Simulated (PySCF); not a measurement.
# C4H5OSi−: excited states, first hyperpolarisability

What do calculations give for the excited states, first hyperpolarisability of C4H5OSi− (`[O-]C1=CC=C[SiH2]1`)?

Computed with PySCF 2.14.0 and routines of our own; the level stands in each step. Atoms count from 0.

## (1) The starting structure

11 atoms, charge -1, multiplicity 1; geometry from: GFN2-xTB.

## (2) Optimising the geometry at PBE0-D3(BJ)/def2-TZVP

What the job is given:

```
{"job": {"xc": "PBE0", "basis": "def2-TZVP", "d3": "d3bj", "grid": 2, "kind": "geom"}, "charge": -1, "multiplicity": 1}
O     -1.030224     2.312838    -0.601908
C     -0.455407     1.229588    -0.327223
C      0.913844     0.967154    -0.342457
C      1.301202    -0.340466     0.007947
C      0.338896    -1.254055     0.333644
Si    -1.310452    -0.425071     0.208697
H      1.646487     1.722324    -0.609166
H      2.361859    -0.599065     0.012759
H      0.582993    -2.271984     0.610815
H     -2.252182    -0.993004    -0.785014
H     -2.091591    -0.345590     1.465942
```

On the command line:

```bash
> OMP_NUM_THREADS=1 python excited_run.py task.json out
```

This one command runs all jobs of the session in turn.

The log of the run:

```text
step   0  E = -519.86141542  max force = 0.026337
step   1  E = -519.86476163  max force = 0.004371
step   2  E = -519.86489848  max force = 0.001610
step   3  E = -519.86492382  max force = 0.000978
step   4  E = -519.86493515  max force = 0.000805
step   5  E = -519.86493762  max force = 0.000975
step   6  E = -519.86494488  max force = 0.000206
optimisation converged
```

Wall time 1.7 min (1 thread of Arm Neoverse V1, shared host); peak memory 0.95 GiB.

Relaxation path:

```
step  energy from step 0 (eV)  largest force component (eV/Å)
   0                   0.0000                          1.3543
   1                  -0.0911                          0.2248
   2                  -0.0948                          0.0828
   3                  -0.0955                          0.0503
   4                  -0.0958                          0.0414
   5                  -0.0958                          0.0501
   6                  -0.0960                          0.0106
```

Close pairs (by a distance rule), those that changed most:

```
   bond  before (Å)  after (Å)  change (Å)
 Si5–H9       1.482      1.505      +0.023
Si5–H10       1.482      1.505      +0.023
  C2–C3       1.408      1.427      +0.019
 C1–Si5       1.938      1.957      +0.019
 C4–Si5       1.850      1.833      -0.017
  C1–C2       1.394      1.408      +0.014
  O0–C1       1.257      1.244      -0.013
  C3–C4       1.366      1.375      +0.009
```

The final coordinates are the input of the step that follows.

```
                         at the end point                value
  point group (found at 0.08 Å tolerance)                   Cs
rotational constants (GHz, main isotopes)  4.902, 3.039, 1.916
```

## (3) Excited states: TDA CAM-B3LYP/def2-TZVPD

What the job is given:

```
{"job": {"kind": "states", "xc": "CAM-B3LYP", "basis": "def2-TZVPD", "tda": true, "soc": true, "nstates": 6, "ntriplets": 5, "nquad": 4}, "charge": -1, "multiplicity": 1}
O     -1.056658     2.357451    -0.491678
C     -0.470705     1.278318    -0.292310
C      0.879587     0.933286    -0.492794
C      1.244636    -0.404894    -0.157733
C      0.337474    -1.318279     0.326756
Si    -1.239869    -0.387141     0.388888
H      1.605835     1.646316    -0.875820
H      2.290592    -0.693736    -0.297154
H      0.624548    -2.328709     0.586223
H     -2.351912    -0.918483    -0.474723
H     -1.873676    -0.251395     1.746990
```

Method: TDA CAM-B3LYP/def2-TZVPD excited states, vertical, gas phase, spin-orbit mean-field couplings.

The log of the run:

```text
coarse grid: 10160 points
cycle   1  E = -519.9621376606  dE =  9.456e-01  |g| = 9.091e-01  |ddm| = 3.875e+00
cycle   2  E = -519.4185966467  dE =  5.435e-01  |g| = 1.841e+00  |ddm| = 5.337e+01
cycle   3  E = -520.1328725552  dE = -7.143e-01  |g| = 2.303e-01  |ddm| = 5.227e+01
cycle   4  E = -520.1438156429  dE = -1.094e-02  |g| = 1.203e-01  |ddm| = 5.437e-01
cycle   5  E = -520.1474502421  dE = -3.635e-03  |g| = 1.733e-02  |ddm| = 4.465e-01
cycle   6  E = -520.1475383080  dE = -8.807e-05  |g| = 1.051e-02  |ddm| = 1.305e-01
cycle   7  E = -520.1475778885  dE = -3.958e-05  |g| = 3.414e-03  |ddm| = 6.198e-02
cycle   8  E = -520.1475876448  dE = -9.756e-06  |g| = 1.258e-03  |ddm| = 3.724e-02
final grid: 94832 points
cycle   9  E = -520.1416615292  dE = -1.979e-05  |g| = 3.230e-03  |ddm| = 1.701e-01
cycle  10  E = -520.1416603888  dE =  1.140e-06  |g| = 4.224e-03  |ddm| = 1.857e-02
cycle  11  E = -520.1416643315  dE = -3.943e-06  |g| = 7.844e-04  |ddm| = 4.864e-03
cycle  12  E = -520.1416644670  dE = -1.354e-07  |g| = 2.930e-04  |ddm| = 1.199e-03
cycle  13  E = -520.1416645087  dE = -4.171e-08  |g| = 1.169e-04  |ddm| = 1.248e-03
cycle  14  E = -520.1416645180  dE = -9.293e-09  |g| = 6.474e-05  |ddm| = 5.720e-04
cycle  15  E = -520.1416645215  dE = -3.527e-09  |g| = 2.027e-05  |ddm| = 3.385e-04
cycle  16  E = -520.1416645218  dE = -3.299e-10  |g| = 3.213e-06  |ddm| = 1.573e-04
converged SCF energy = -520.1416645218

Singlet excitations
state   eV       nm        f     d(h-e)  d(exc)  Lambda  PR(NTO)  |dmu|/D   mu/D   main configurations
  1   3.3221   373.2   0.00080   1.737   4.285   0.237   1.011    7.512    4.845   H->L 0.80, H->L+1 0.16
  2   3.3527   369.8   0.11296   0.556   2.996   0.623   1.136    1.889    3.574   H->L+3 0.92
  3   3.5326   351.0   0.00223   1.136   2.879   0.476   1.016    2.616    0.613   H-1->L+3 0.93
  4   3.7835   327.7   0.00872   1.909   4.579   0.239   1.012    7.059    5.194   H->L+2 0.50, H->L+1 0.34, H->L 0.10
  5   3.9206   316.2   0.00590   0.962   4.714   0.233   1.018                     H->L+2 0.42, H->L+1 0.42
  6   4.2431   292.2   0.00913   0.249   4.160   0.256   1.016                     H->L+5 0.84, H->L+6 0.11

Triplet excitations (Tamm-Dancoff)
state   eV     d(h-e)  d(exc)  Lambda  PR(NTO)   main configurations
  1   2.1107   0.272   2.803   0.637   1.020   H->L+3 0.95
  2   3.1029   1.036   2.790   0.471   1.010   H-1->L+3 0.91
  3   3.2915   1.700   4.253   0.238   1.012   H->L 0.80, H->L+1 0.16
  4   3.7481   1.539   4.469   0.247   1.018   H->L+2 0.63, H->L+1 0.23
  5   3.8934   1.187   4.736   0.226   1.015   H->L+1 0.54, H->L+2 0.28
S1 - T1 = 1.2114 eV

Spin-orbit couplings |<S|Hso|T>| (cm-1)
             T1       T2       T3       T4       T5
S0        0.321   29.377    3.275    5.539    2.920
S1        2.895    0.356    0.054    6.462    0.484
S2        1.094   23.341    3.848    7.303    2.635
S3       21.428    1.265    0.204    0.432    0.220
S4        4.926    0.215    6.691    1.071    8.024
S5        3.188    0.132    1.399    8.110    1.209
S6        3.783    0.186    7.237    2.103    3.185
T1 sublevels (cm-1): 0.000 0.000 0.017   radiative rates (1/s): 0.0869 0.000628 0.458
```

It took 56 s on 1 thread of Arm Neoverse V1, shared host; peak memory 1 GiB.

In short:

```
  quantity    value
S1 less T1  1.21 eV
```

## (4) Excited states: TDDFT CAM-B3LYP/def2-TZVPD

Settings changed since step 3:

```diff
@@ -1,2 +1,2 @@
-{"job": {"kind": "states", "xc": "CAM-B3LYP", "basis": "def2-TZVPD", "tda": true, "soc": true, "nstates": 6, "ntriplets": 5, "nquad": 4}, "charge": -1, "multiplicity": 1}
+{"job": {"kind": "states", "xc": "CAM-B3LYP", "basis": "def2-TZVPD", "tpa": true, "nstates": 8, "nquad": 6, "ntriplets": 0}, "charge": -1, "multiplicity": 1}
 O     -1.056658     2.357451    -0.491678
```

Method: TDDFT CAM-B3LYP/def2-TZVPD excited states, vertical, gas phase, two-photon moments by quadratic response.

The log of the run:

```text
coarse grid: 10160 points
cycle   1  E = -519.9621376606  dE =  9.456e-01  |g| = 9.091e-01  |ddm| = 3.875e+00
cycle   2  E = -519.4185966467  dE =  5.435e-01  |g| = 1.841e+00  |ddm| = 5.337e+01
cycle   3  E = -520.1328725552  dE = -7.143e-01  |g| = 2.303e-01  |ddm| = 5.227e+01
cycle   4  E = -520.1438156429  dE = -1.094e-02  |g| = 1.203e-01  |ddm| = 5.437e-01
cycle   5  E = -520.1474502421  dE = -3.635e-03  |g| = 1.733e-02  |ddm| = 4.465e-01
cycle   6  E = -520.1475383080  dE = -8.807e-05  |g| = 1.051e-02  |ddm| = 1.305e-01
cycle   7  E = -520.1475778885  dE = -3.958e-05  |g| = 3.414e-03  |ddm| = 6.198e-02
cycle   8  E = -520.1475876448  dE = -9.756e-06  |g| = 1.258e-03  |ddm| = 3.724e-02
final grid: 94832 points
cycle   9  E = -520.1416615292  dE = -1.979e-05  |g| = 3.230e-03  |ddm| = 1.701e-01
cycle  10  E = -520.1416603888  dE =  1.140e-06  |g| = 4.224e-03  |ddm| = 1.857e-02
cycle  11  E = -520.1416643315  dE = -3.943e-06  |g| = 7.844e-04  |ddm| = 4.864e-03
cycle  12  E = -520.1416644670  dE = -1.354e-07  |g| = 2.930e-04  |ddm| = 1.199e-03
cycle  13  E = -520.1416645087  dE = -4.171e-08  |g| = 1.169e-04  |ddm| = 1.248e-03
cycle  14  E = -520.1416645180  dE = -9.293e-09  |g| = 6.474e-05  |ddm| = 5.720e-04
cycle  15  E = -520.1416645215  dE = -3.527e-09  |g| = 2.027e-05  |ddm| = 3.385e-04
cycle  16  E = -520.1416645218  dE = -3.299e-10  |g| = 3.213e-06  |ddm| = 1.573e-04
converged SCF energy = -520.1416645218

Singlet excitations
state   eV       nm        f     d(h-e)  d(exc)  Lambda  PR(NTO)  |dmu|/D   mu/D   delta(TPA)   sigma/GM   main configurations
  1   3.1696   391.2   0.08000   0.535   2.958   0.621   1.165    1.660    3.490       16.31      0.060   H->L+3 0.95
  2   3.3203   373.4   0.00073   1.742   4.289   0.237   1.011    7.513    4.841      147.41      0.595   H->L 0.80, H->L+1 0.16
  3   3.4959   354.7   0.00128   1.143   2.881   0.476   1.018    2.646    0.584        6.28      0.028   H-1->L+3 0.94
  4   3.7784   328.1   0.00782   1.896   4.576   0.240   1.015    6.999    5.149       95.29      0.498   H->L+2 0.51, H->L+1 0.34, H->L 0.10
  5   3.9177   316.5   0.00526   0.974   4.719   0.233   1.018    2.976    4.888       60.42      0.340   H->L+1 0.43, H->L+2 0.42
  6   4.2386   292.5   0.00859   0.256   4.162   0.256   1.016    2.468    4.452      117.67      0.774   H->L+5 0.84, H->L+6 0.11
  7   4.4319   279.8   0.00060   1.710   4.754   0.218   1.012                                            H->L+4 0.69, H->L+6 0.13
  8   4.5389   273.2   0.02562   0.708   4.012   0.258   1.013                                            H-1->L+2 0.60, H-1->L 0.25
```

It took 68 s on 1 thread of Arm Neoverse V1, shared host; peak memory 1.1 GiB.

## (5) First hyperpolarisability: quadratic response CAM-B3LYP/def2-TZVPD

Settings changed since step 4:

```diff
@@ -1,2 +1,2 @@
-{"job": {"kind": "states", "xc": "CAM-B3LYP", "basis": "def2-TZVPD", "tpa": true, "nstates": 8, "nquad": 6, "ntriplets": 0}, "charge": -1, "multiplicity": 1}
+{"job": {"kind": "beta", "xc": "CAM-B3LYP", "basis": "def2-TZVPD"}, "charge": -1, "multiplicity": 1}
 O     -1.056658     2.357451    -0.491678
```

With the program's defaults for keys left out, this is: quadratic response CAM-B3LYP/def2-TZVPD first hyperpolarisability, Taylor convention, gas phase.

The log of the run:

```text
coarse grid: 10160 points
cycle   1  E = -519.9621376606  dE =  9.456e-01  |g| = 9.091e-01  |ddm| = 3.875e+00
cycle   2  E = -519.4185966467  dE =  5.435e-01  |g| = 1.841e+00  |ddm| = 5.337e+01
cycle   3  E = -520.1328725552  dE = -7.143e-01  |g| = 2.303e-01  |ddm| = 5.227e+01
cycle   4  E = -520.1438156429  dE = -1.094e-02  |g| = 1.203e-01  |ddm| = 5.437e-01
cycle   5  E = -520.1474502421  dE = -3.635e-03  |g| = 1.733e-02  |ddm| = 4.465e-01
cycle   6  E = -520.1475383080  dE = -8.807e-05  |g| = 1.051e-02  |ddm| = 1.305e-01
cycle   7  E = -520.1475778885  dE = -3.958e-05  |g| = 3.414e-03  |ddm| = 6.198e-02
cycle   8  E = -520.1475876448  dE = -9.756e-06  |g| = 1.258e-03  |ddm| = 3.724e-02
final grid: 94832 points
cycle   9  E = -520.1416615292  dE = -1.979e-05  |g| = 3.230e-03  |ddm| = 1.701e-01
cycle  10  E = -520.1416603888  dE =  1.140e-06  |g| = 4.224e-03  |ddm| = 1.857e-02
cycle  11  E = -520.1416643315  dE = -3.943e-06  |g| = 7.844e-04  |ddm| = 4.864e-03
cycle  12  E = -520.1416644670  dE = -1.354e-07  |g| = 2.930e-04  |ddm| = 1.199e-03
cycle  13  E = -520.1416645087  dE = -4.171e-08  |g| = 1.169e-04  |ddm| = 1.248e-03
cycle  14  E = -520.1416645180  dE = -9.293e-09  |g| = 6.474e-05  |ddm| = 5.720e-04
cycle  15  E = -520.1416645215  dE = -3.527e-09  |g| = 2.027e-05  |ddm| = 3.385e-04
cycle  16  E = -520.1416645218  dE = -3.299e-10  |g| = 3.213e-06  |ddm| = 1.573e-04
converged SCF energy = -520.1416645218

Lowest singlets (eV, f): 3.1696 0.0800  3.3203 0.0007  3.4959 0.0013

First hyperpolarisability (au)
process     nm      |vector|   parallel      HRS      DR
static         -      670.22    -326.53     260.56   6.388
shg       1907.0      734.41    -356.62     286.25   6.488
eope      1907.0      690.14    -335.89          -       -
shg       1064.0      955.76    -458.79     378.17   6.724
eope      1064.0      739.47    -358.98          -       -
```

Run time: 46 s. Hardware: 1 thread of Arm Neoverse V1, shared host; peak memory 0.99 GiB.

## (6) Summary of results

| quantity | value |
| --- | --- |
| point group | Cs |
| rotational constants (main isotopes) | 4.90, 3.04, 1.92 GHz |
| S1 less T1 (step 3, TDA CAM-B3LYP/def2-TZVPD) | 1.21 eV |
| β vector (step 5, quadratic response CAM-B3LYP/def2-TZVPD) | static 670, SHG 1907.0 nm 734, SHG 1064.0 nm 956 au |

Relaxing lowered the energy by 0.096 eV in 6 steps; the close pair that moved most is Si5–H9, from 1.482 to 1.505 Å. For an anion in the gas phase, states above the energy of detachment are held by the basis alone, so excitations and responses hang on it. In step 3, the number of triplets below S1 is 3, and the largest singlet-triplet spin-orbit coupling is S0–T2, 29.38 cm⁻¹. β grows from 670 au (static) to 956 au for doubling at 1064.0 nm: normal dispersion, which grows as twice the photon energy moves toward the bright states.
